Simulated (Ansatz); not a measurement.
# CaZrF6 (Fm-3m): scan of one input key

A script is to give a scan of one input key; the system is CaZrF6 (Fm-3m).

Program: the Python package of Ansatz 0.2.0. Level of theory: DFT LDA, plane waves, PAW. These are calculated values, not measurements.

## 1. The structure

It takes space group Fm-3m (No. 225, cubic). The conventional cell has a = 8.537 Å, b = 8.537 Å, c = 8.537 Å, α = 90.00°, β = 90.00°, γ = 90.00°. Ca (site symmetry m-3m) has 6 F at 2.25 Å as nearest neighbours. Around Zr (site symmetry m-3m) lie 6 F at 2.02 Å. F (site symmetry 4mm) is surrounded by 1 Zr at 2.02 Å and 1 Ca at 2.25 Å.

No structure file is read: the coordinates are typed or built in the script.

## 2. The code

File cazrf6_edit.py:

```python
"""Editing single keys of the input for CaZrF6."""

import ansatz as az


def main() -> None:
    xtal = (
        az.Lattice.fcc(8.536699)
        .space_group(225)
        .atom("Ca", (0.5, 0.0, 0.0))
        .atom("Zr", (0.0, 0.0, 0.0))
        .atom("F", (0.236188, 0.0, 0.0))
        .primitive()
    )

    calculation = (
        xtal.calculation()
        .kpoints(4, 4, 4)
        .occupations(az.OccupationsMethod.FIXED)
        .functional("lda")
        .band_table()
    )
    typed = calculation.input()
    rows = []
    for value in [2, 5, 10]:
        edited = typed.set(az.key.scf.mixing.ndim, value)
        rep = az.Session.from_dict(edited).plan().execute().report
        rows.append((value, rep["free_energy_ev"], rep["n_iterations"], len(rep["eigenvalues_ev"][0]) if "eigenvalues_ev" in rep else 0))
    for row in rows:
        print("; ".join(f"{name} = {round(v, 4) if isinstance(v, float) else v}" for name, v in zip(["history", "F eV", "iterations", "bands listed"], row)))


if __name__ == "__main__":
    main()
```

## 3. The calls as engine input

The package turns the script's settings into the engine's input (first run):

```yaml
crystal:
  lattice:
    bravais: fcc
    a: 8.536699
  space_group: 225
  atoms:
    - { symbol: Ca, position: [0.5, 0.0, 0.0] }
    - { symbol: Zr, position: [0.0, 0.0, 0.0] }
    - { symbol: F, position: [0.236188, 0.0, 0.0] }
  reduce_to_primitive: true
kpoints:
  mp_grid:
    grid: [4, 4, 4]
hamiltonian:
  xc: lda
scf:
  occupations:
    method: fixed
  mixing:
    ndim: 2
output:
  eigenvalues: true
```

## 4. Running it

Command:

```bash
> python cazrf6_edit.py
```

Q: Predict the main results. Wanted: last run but one, from the last.

The runs gave:

| quantity | value |
| --- | --- |
| runs compared | 3 |
| last run but one, from the last | -0.00 meV/atom |
| within 5 meV/atom of the last run from | 2 |

This key steers the way to self-consistency, not the converged energy. Notes:
- Spin is left out of this run.
- This cell is a computed structure, which may not be the phase found in nature.
